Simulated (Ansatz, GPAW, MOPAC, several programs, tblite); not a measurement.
# CrTeSe (a single layer): cheap methods against density-functional theory

Aim: run CrTeSe as a single layer in vacuum through methods of unlike cost and see what each gets, and at what price.

Program: MOPAC, tblite, GPAW, Ansatz (versions at each run). Level of theory: no spin polarisation, static lattice; gaps from single points on the cell relaxed beforehand with r²SCAN. These are calculated values, not measurements.

**1. The structure to begin with**

It takes space group P3m1 (No. 156, trigonal). Conventional cell: a = 3.367 Å, b = 3.367 Å, c = 30.271 Å, α = 90.00°, β = 90.00°, γ = 120.00°. Cr (site symmetry 3m) has 3 Se at 2.42 Å and 3 Te at 2.64 Å as nearest neighbours. Around Se (site symmetry 3m) lie 3 Cr at 2.42 Å. Around Te (site symmetry 3m) lie 3 Cr at 2.64 Å.

As a file:

```
CELL_PARAMETERS angstrom
3.36725 0.00000 0.00000
-1.68362 2.91612 0.00000
0.00000 0.00000 30.27062
ATOMIC_POSITIONS crystal
Cr 0.00000 0.00000 0.30110
Se 0.33333 0.66667 0.34885
Te 0.66667 0.33333 0.24201
```

The cell holds a single layer (1T monolayer (Janus)) with vacuum along c; the form is built, and need not be the compound's stable one.

**Question.** The methods are PM7, GFN1-xTB (tblite), PBE/single-zeta, coarse PBE, PBE, r2SCAN. What gap does r2SCAN give on this cell, and which other methods (full PBE left aside) come nearest to r2SCAN and farthest in gap?

| quantity | value |
| --- | --- |
| r2SCAN | gap 0.02 eV |
| gap: nearest and farthest of the other methods | PBE/single-zeta (-0.00 eV), coarse PBE (-0.02 eV) |

What this shows: Among the 3 methods compared for the gap (full PBE left aside), PBE/single-zeta is nearest to r2SCAN and coarse PBE farthest. A minimal basis or a coarse cutoff and mesh shifts results by its own error, so closeness to r2SCAN can be chance. Cluster runs see only the k-points that fold onto the zone centre, so their gaps can miss the band edges. PM7 ended in an unphysical state and is left out of the comparison. CPU times run from 1.3 s (GFN1-xTB (tblite)) to 83 s (PM7). On this cell PM7 cost more than r2SCAN itself (54 s), so it is no saving here. A cluster method computes far more atoms than the primitive cell, so on a small crystal it can cost more than plane waves. r2SCAN is a yardstick, not the truth. Spin-orbit coupling is left out throughout, and with elements this heavy it can close so small a gap.
